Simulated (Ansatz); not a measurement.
# Si2N3H8 radical: one species, many methods

Aim: compute Si2N3H8 radical with functionals from several rungs and with coupled cluster. The yardstick is the atomisation energy at the CCSD(T) limit.

The runs use Ansatz 0.2.0, Gaussian basis; functionals in def2-TZVPP, the program's frozen cores in correlated methods.

Levels to be run: PBE-D4, r2SCAN-D4, PBE0-D4, B3LYP-D4, ωB97X-V, ωB97M-V, B2PLYP; CCSD(T)/def2-TZVPP; MP2/def2-QZVPP; extrapolation to the limit.

### Step 1. The relaxed structure

All runs share one geometry, relaxed beforehand with PBE0-D4 in a triple-zeta def2 set.

SMILES `N[SiH]N[SiH2]N`, 13 atoms, charge 0, spin multiplicity 2.

Atoms are counted from 1 here; the program's logs count them from 0.

Bond lengths: N1–Si2 1.715 Å, N1–H6 1.006 Å, N1–H7 1.010 Å, Si2–N3 1.733 Å, Si2–H8 1.504 Å, N3–Si4 1.722 Å, N3–H9 1.009 Å, Si4–N5 1.729 Å, Si4–H10 1.492 Å, Si4–H11 1.485 Å, N5–H12 1.009 Å, N5–H13 1.009 Å. Angles: Si2–N1–H6 121.5°, Si2–N1–H7 119.4°, H6–N1–H7 113.3°, N1–Si2–N3 104.7°, N1–Si2–H8 106.0°, N3–Si2–H8 113.7°, Si2–N3–Si4 127.6°, Si2–N3–H9 116.4°, Si4–N3–H9 115.6°, N3–Si4–N5 110.6°, N3–Si4–H10 104.7°, N3–Si4–H11 113.9°, N5–Si4–H10 114.3°, N5–Si4–H11 104.2°, H10–Si4–H11 109.4°, Si4–N5–H12 117.6°, Si4–N5–H13 119.1°, H12–N5–H13 110.3°.

### Step 2. PBE-D4 (GGA)

Input file in.yaml:

```yaml
crystal:
  periodic: [false, false, false]
  atoms:
    - {symbol: N, position_ang: [-1.081835, -1.564514, 0.262267]}
    - {symbol: Si, position_ang: [0.436667, -1.845761, -0.483230]}
    - {symbol: N, position_ang: [1.120024, -0.267355, -0.697550]}
    - {symbol: Si, position_ang: [0.371400, 1.253120, -0.392932]}
    - {symbol: N, position_ang: [-0.209151, 1.328824, 1.233765]}
    - {symbol: H, position_ang: [-1.798656, -2.270129, 0.276431]}
    - {symbol: H, position_ang: [-1.141513, -0.917912, 1.036258]}
    - {symbol: H, position_ang: [0.140048, -2.556882, -1.775397]}
    - {symbol: H, position_ang: [2.099326, -0.230576, -0.937421]}
    - {symbol: H, position_ang: [1.420799, 2.262979, -0.718509]}
    - {symbol: H, position_ang: [-0.833141, 1.507954, -1.222592]}
    - {symbol: H, position_ang: [-0.979854, 1.950828, 1.426524]}
    - {symbol: H, position_ang: [0.455886, 1.349414, 1.992386]}
basis:
  gaussian: {orbitals: def2-TZVPP}
magnetization: {spin_polarized: true, initial_magnetization: 1}
hamiltonian: {xc: pbe, dispersion: d4}
output: {forces: true, orbitals: {seedname: orbitals}}
```

On the command line:

```
> ansatz run in.yaml --threads 2 --pin off --events-out ev --progress --plain --max-ram 22528MiB --backend cuda --devices 0, --max-vram 18GiB
```

The runs that follow: r2SCAN-D4 (meta-GGA); PBE0-D4 (hybrid); B3LYP-D4 (hybrid); ωB97X-V (range-separated); ωB97M-V (range-separated); B2PLYP (double hybrid); CCSD(T) in def2-TZVPP; MP2 in def2-QZVPP.

**Question.** What will the summary of the whole plan be? Wanted: atomisation energy, CCSD(T)/CBS; farthest; mean size of error, hybrid; mean size of error, range-separated; gap, smallest and largest; T1 diagnostic; triples share of the correlation energy.

As calculated:

```
                               quantity                                value
        atomisation energy, CCSD(T)/CBS                            45.252 eV
    functionals within 0.226 eV (0.5 %)                   r2SCAN-D4, ωB97M-V
                               farthest                   B2PLYP (-0.527 eV)
             mean size of error, hybrid                             0.295 eV
    mean size of error, range-separated                             0.254 eV
              gap, smallest and largest  1.54 eV (PBE-D4), 7.46 eV (ωB97X-V)
                          T1 diagnostic                               0.0132
triples share of the correlation energy                                3.7 %
```

**Reading.** PBE-D4 misses by +0.510 eV. Double hybrids carry the basis error of their MP2 part in triple zeta, and no dispersion term here, so their miss is partly the set-up's. The reference freezes the cores and leaves out relativity and excitations past (T), so misses under about 0.226 eV can't be ranked. Hartree-Fock recovers 69 % of the binding; the rest is correlation. The gap grows from 1.5 to 7.5 eV across the functionals, mostly with the share of exact exchange.
